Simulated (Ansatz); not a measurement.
**Au: an axial (c/a) deformation path**

The task here is to estimate one member of a computed series from the others.

Method: DFT r2SCAN, scalar-relativistic, plane waves, PAW, in Ansatz 0.2.0.

### The structure to begin with

It takes space group Cmcm (No. 63, orthorhombic). The conventional cell has a = 2.823 Å, b = 5.112 Å, c = 4.893 Å, α = 90.00°, β = 90.00°, γ = 90.00°. Au (site symmetry m2m) is surrounded by 12 Au at 2.82 to 2.97 Å.

Structure file:

```cif
data_structure
_symmetry_space_group_name_H-M 'Cmcm'
_symmetry_Int_Tables_number 63
_cell_length_a 2.8226
_cell_length_b 5.1119
_cell_length_c 4.8932
_cell_angle_alpha 90.000
_cell_angle_beta 90.000
_cell_angle_gamma 90.000
_cell_volume 70.60
loop_
_atom_site_label
_atom_site_type_symbol
_atom_site_symmetry_multiplicity
_atom_site_Wyckoff_symbol
_atom_site_fract_x
_atom_site_fract_y
_atom_site_fract_z
_atom_site_occupancy
Au1 Au 4 c 0.00000 0.33467 0.75000 1
```

It goes back to an entry of the Materials Project, which need not be the stable form.

No relaxation comes first: the listed cell is the starting point.

The first run:

Input file input.yaml:

```yaml
crystal:
  lattice:
    - [1.411309965, -2.555933025, 0.0]
    - [1.411309965, 2.555933025, 0.0]
    - [0.0, 0.0, 4.89316961]
  atoms:
    - { symbol: Au, position: [0.66532797, 0.33467203, 0.25] }
    - { symbol: Au, position: [0.33467203, 0.66532797, 0.75] }
basis:
  ecutwfc: 500
kpoints:
  mp_grid: { grid: [22, 22, 12] }
hamiltonian:
  xc: r2scan
scf:
  occupations: { method: gaussian, width: 0.15 }
output:
  forces: true
  stress: true
  eigenvalues: true
```

Command:

```console
> ansatz run input.yaml --threads 1 --pin off --max-ram 2560MiB --backend cpu --events-out ev --progress --plain --runs-dir out
```

Steps of the session up to this table: The reference: the undisturbed cell on the scan's mesh; Point ρ = 0.850; At ρ = 1.200; Point ρ = 0.920; At ρ = 1.100; At ρ = 0.960; Point ρ = 1.050; Point ρ = 0.800.

One of the session's tables, all rows but one given; the rest of the session is left out.

Collected from the runs (energy zero: the undisturbed cell):

| ρ | ΔE (meV/atom) | pressure (GPa) |
| --- | --- | --- |
| 0.800 | 101.5 | 5.3 |
| 0.850 | ? | ? |
| 0.920 | 13.7 | 0.1 |
| 0.960 | 2.3 | -0.5 |
| 1.000 | 0.0 | -0.4 |
| 1.050 | 10.7 | 0.6 |
| 1.100 | 34.0 | 2.5 |
| 1.200 | 123.5 | 9.1 |

Q: Estimate the row for ρ = 0.850 from the others.

Worked estimate for «ΔE (meV/atom)». A straight line through the neighbours (0.800, 101.5) and (0.920, 13.7) gives 101.5 + (13.7 − 101.5) × (0.850 − 0.800) / (0.920 − 0.800) = 64.9; a parabola fitted to 3 rows on both sides gives 55.1.

The run gave: ΔE (meV/atom): 54.4; pressure (GPa): 2.5. In «ΔE (meV/atom)» the line misses by +10.5 and the parabola by +0.7.
